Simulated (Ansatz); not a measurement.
# C7H5BrO2: ionisation energy by level of theory

Aim: the vertical ionisation energy of C7H5BrO2, as cation minus neutral at the neutral's geometry, on several levels, and how well −ε(HOMO) stands in for it.

Computed with Ansatz 0.2.0, Gaussian basis. Level: unrestricted cation, the program's frozen cores in correlated methods.

Levels to be run: UKS PBE-D4/def2-TZVPP; UKS r2SCAN-D4/def2-TZVPP; UKS PBE0-D4/def2-TZVPP; UKS B3LYP-D4/def2-TZVPP; UKS wB97X-V/def2-TZVPP; UKS wB97M-V/def2-TZVPP; UKS B2PLYP/def2-TZVPP; UHF-CCSD(T)/def2-TZVPP; UHF-MP2/def2-QZVPP; extrapolation to the limit; then −ε(HOMO) from the neutral's earlier runs with LDA (SPW92), PBE-D4, revPBE-D4, BLYP-D4, r2SCAN-D4, B97M-V, PBE0-D4, B3LYP-D4, r2SCANh-D4, r2SCAN0-D4, HSE06-D4, BHLYP-D4, CAM-B3LYP-D4, LC-ωPBE, ωB97X-V, ωB97M-V.

## (1) Structure used throughout

The geometry comes from an earlier relaxation with PBE0-D4 in a triple-zeta def2 set; it is a stationary point, not always the lowest conformer.

SMILES `O=C(O)c1ccccc1Br`, 15 atoms, charge 0, spin multiplicity 1.

Atoms are counted from 1 here; the program's logs count them from 0.

Bond lengths: O1–C2 1.205 Å, C2–O3 1.335 Å, C2–C4 1.491 Å, O3–H11 0.968 Å, C4–C5 1.398 Å, C4–C9 1.399 Å, C5–C6 1.379 Å, C5–H12 1.083 Å, C6–C7 1.387 Å, C6–H13 1.083 Å, C7–C8 1.382 Å, C7–H14 1.084 Å, C8–C9 1.390 Å, C8–H15 1.082 Å, C9–Br10 1.887 Å. Angles: O1–C2–O3 121.7°, O1–C2–C4 122.8°, O3–C2–C4 115.5°, C2–O3–H11 105.8°, C2–C4–C5 113.9°, C2–C4–C9 128.3°, C5–C4–C9 117.8°, C4–C5–C6 122.1°, C4–C5–H12 116.8°, C6–C5–H12 121.1°, C5–C6–C7 119.3°, C5–C6–H13 120.1°, C7–C6–H13 120.6°, C6–C7–C8 120.0°, C6–C7–H14 120.6°, C8–C7–H14 119.4°, C7–C8–C9 120.7°, C7–C8–H15 120.4° and more.

## (2) Cation, UKS PBE-D4/def2-TZVPP

Input file in.yaml:

```yaml
crystal:
  periodic: [false, false, false]
  atoms:
    - {symbol: O, position_ang: [1.459061, -0.814737, -2.387001]}
    - {symbol: C, position_ang: [1.397487, -0.986712, -1.195796]}
    - {symbol: O, position_ang: [2.223249, -1.823408, -0.563402]}
    - {symbol: C, position_ang: [0.404919, -0.288891, -0.330084]}
    - {symbol: C, position_ang: [-0.442977, 0.578239, -1.025477]}
    - {symbol: C, position_ang: [-1.423875, 1.309018, -0.389680]}
    - {symbol: C, position_ang: [-1.579528, 1.184713, 0.982486]}
    - {symbol: C, position_ang: [-0.755426, 0.335292, 1.697052]}
    - {symbol: C, position_ang: [0.232543, -0.400768, 1.054212]}
    - {symbol: Br, position_ang: [1.258945, -1.505669, 2.188663]}
    - {symbol: H, position_ang: [2.798448, -2.193314, -1.248344]}
    - {symbol: H, position_ang: [-0.295186, 0.652451, -2.095323]}
    - {symbol: H, position_ang: [-2.063252, 1.971432, -0.960077]}
    - {symbol: H, position_ang: [-2.343866, 1.748624, 1.504609]}
    - {symbol: H, position_ang: [-0.870532, 0.233741, 2.768182]}
basis:
  gaussian: {orbitals: def2-TZVPP}
total_charge: 1
magnetization: {spin_polarized: true, initial_magnetization: 1}
hamiltonian: {xc: pbe, dispersion: d4}
```

On the command line:

```bash
> ansatz run in.yaml --threads 4 --pin off --events-out ev --progress --plain --max-ram 41984MiB --backend cuda --devices 0, --max-vram 37GiB
```

The runs that follow: Cation, UKS r2SCAN-D4/def2-TZVPP; Cation, UKS PBE0-D4/def2-TZVPP; Cation, UKS B3LYP-D4/def2-TZVPP; Cation, UKS wB97X-V/def2-TZVPP; Cation, UKS wB97M-V/def2-TZVPP; Cation, UKS B2PLYP (frozen core)/def2-TZVPP; Cation, UHF-CCSD(T)/def2-TZVPP; Cation, UHF-MP2/def2-QZVPP.

**Question.** What will the summary of the whole plan be? Wanted: ionisation energy, CCSD(T)/CBS; nearest functional by difference; nearest −ε(HOMO); −ε(HOMO) of PBE; T1 of the cation.

As calculated:

| quantity | value |
| --- | --- |
| ionisation energy, CCSD(T)/CBS | 9.41 eV |
| nearest functional by difference | ωB97X-V (-0.17 eV) |
| nearest −ε(HOMO) | ωB97X-V (+0.04 eV) |
| −ε(HOMO) of PBE | 6.29 eV |
| T1 of the cation | 0.035 |

**Reading.** Energy differences with functionals land within 0.56 eV of the reference. −ε(HOMO) of PBE misses by 3.1 eV, since self-interaction lifts the level. Among orbital estimates ωB97X-V comes nearest. Hartree-Fock falls 1.23 eV short, as the neutral has more correlation energy than the cation. The cation's T1 (from the report) is 0.035, near the customary mark of 0.045 for open shells, so the coupled-cluster value is less safe. The cation may have settled in a state other than its lowest; no search over hole states beyond the program's own was made. Correlated methods include outer-core shells of Br, which these sets cover unevenly. With outer-core shells in play the reference is unsure by up to some tenths of an eV, so close misses can't be ranked.
